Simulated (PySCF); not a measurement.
# CH5BFOP: the cost of one run

The runs use PySCF 2.14.0, with density-fitted response routines of our own; the level of theory stands in each step. All values are computed, except where a source is named. Atoms are numbered from 0 throughout.

## 1. The starting structure

10 atoms, charge 0, multiplicity 1; geometry from: GFN2-xTB. The atoms were then displaced at random by about 0.01 Å, so the start is not that level's minimum.

Bonds of the start (Å): C0–O1 1.39, O1–B2 1.31, B2–F3 1.34, B2–P4 1.93, C0–H5 1.08, C0–H6 1.09, C0–H7 1.12, P4–H8 1.39, P4–H9 1.40.

## 2. Relaxing the molecule at PBE0-D3(BJ)/def2-SVP

Job settings and geometry (Å):

```
{"job": {"xc": "PBE0", "basis": "def2-SVP", "d3": "d3bj", "grid": 1, "shake": 0.01, "kind": "geom"}, "charge": 0, "multiplicity": 1}
C     -1.739440    -0.186430     0.189430
O     -0.414500    -0.466830    -0.121600
B      0.558760     0.410370    -0.223340
F      0.392020     1.721320    -0.013690
P      2.295890    -0.222720    -0.782950
H     -2.045340    -0.725130     1.069570
H     -2.365700    -0.477050    -0.658170
H     -1.881100     0.910920     0.363220
H      2.231310    -1.408370    -0.069810
H      3.018520     0.422980     0.226280
```

Run with:

```bash
$ OMP_NUM_THREADS=1 python probes_run.py task.json out
```

This one command runs all jobs of the session in turn.

Q: Estimate the wall time and peak memory of this first job on 1 thread of Arm Neoverse V1, shared host.

About 20 s, with a peak of 0.4 GiB.
